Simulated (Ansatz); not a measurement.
I need a single point from an input written key by key of C₄H₈GeO, SMILES [GeH3][O]C1C=CC1. Use Ansatz 0.2.0, Python API. Level of theory: PBE0, def2-SVP basis, multiplicity 1.

Contents of `c4h8geo.yaml`:
```yaml
crystal:
  periodic: [false, false, false]
  atoms:
    - { symbol: Ge, position_ang: [2.3284, -0.0815, 0.2109] }
    - { symbol: O, position_ang: [0.7717, -0.8781, -0.2248] }
    - { symbol: C, position_ang: [-0.2788, -0.1294, 0.3422] }
    - { symbol: C, position_ang: [-0.731, 0.9746, -0.5638] }
    - { symbol: C, position_ang: [-1.9615, 0.3479, -0.746] }
    - { symbol: C, position_ang: [-1.5465, -0.7738, 0.1479] }
    - { symbol: H, position_ang: [2.5079, -0.0908, 1.7509] }
    - { symbol: H, position_ang: [3.5005, -0.8573, -0.442] }
    - { symbol: H, position_ang: [2.3368, 1.3803, -0.3054] }
    - { symbol: H, position_ang: [-0.1203, 0.1889, 1.4006] }
    - { symbol: H, position_ang: [-0.2827, 1.8924, -0.9287] }
    - { symbol: H, position_ang: [-2.8585, 0.58, -1.3097] }
    - { symbol: H, position_ang: [-1.4983, -1.7404, -0.4021] }
    - { symbol: H, position_ang: [-2.1677, -0.8128, 1.07] }
basis:
  gaussian: { orbitals: def2-SVP }
hamiltonian:
  xc: pbe0
output:
  forces: true
```

`run_deck.py`:
```python
# -*- coding: utf-8 -*-
import ansatz as az
import numpy as np

session = az.Session.from_deck("c4h8geo.yaml")
data = session.plan(threads=1).execute().report

print(f"E = {data['free_energy_ev']:.6f} eV = {data['free_energy_ev'] / 27.211386246:.7f} Ha")
print("converged:", data["converged"], " doubts:", data["published_state_doubts"] or "none")
symbols = ["Ge", "O", "C", "C", "C", "C", "H", "H", "H", "H", "H", "H", "H", "H"]

forces = np.array(data["forces_ev_ang"])
print("largest force", round(float(np.linalg.norm(forces, axis=1).max()), 4), "eV/A, rms", round(float(np.sqrt((forces ** 2).mean())), 4))
charges = data["charge_distribution"]
print("dipole moment", round(4.803205 * float(np.linalg.norm(charges["dipole_moment_e_ang"])), 3), "D")
print("Mulliken:", [(s, round(q, 3)) for s, q in zip(symbols, charges["mulliken_charges_e"])])
```

```console
$ python run_deck.py
E = -62815.314646 eV = -2308.4202355 Ha
converged: True  doubts: none
largest force 4.5052 eV/A, rms 1.1283
dipole moment 1.129 D
Mulliken: [('Ge', 0.512), ('O', -0.515), ('C', 0.081), ('C', -0.043), ('C', -0.146), ('C', 0.131), ('H', -0.075), ('H', -0.058), ('H', -0.078), ('H', 0.04), ('H', 0.024), ('H', 0.027), ('H', 0.06), ('H', 0.041)]
```

What to keep in mind:
- Total energies depend on the basis set; only differences at equal settings carry meaning.
- The geometry is a force-field or estimated start, not a minimum of this method, and the basis set is short of its limit.
- Timing: 8.1 s on 1 thread of Intel(R) Xeon(R) Platinum 8488C (Sapphire Rapids) (shared host), peak memory 0.42 GiB.

(A comment or docstring line of the script was reworded after the run, the code is as it ran; lines on the test bed's own set-up are left out of the output.)
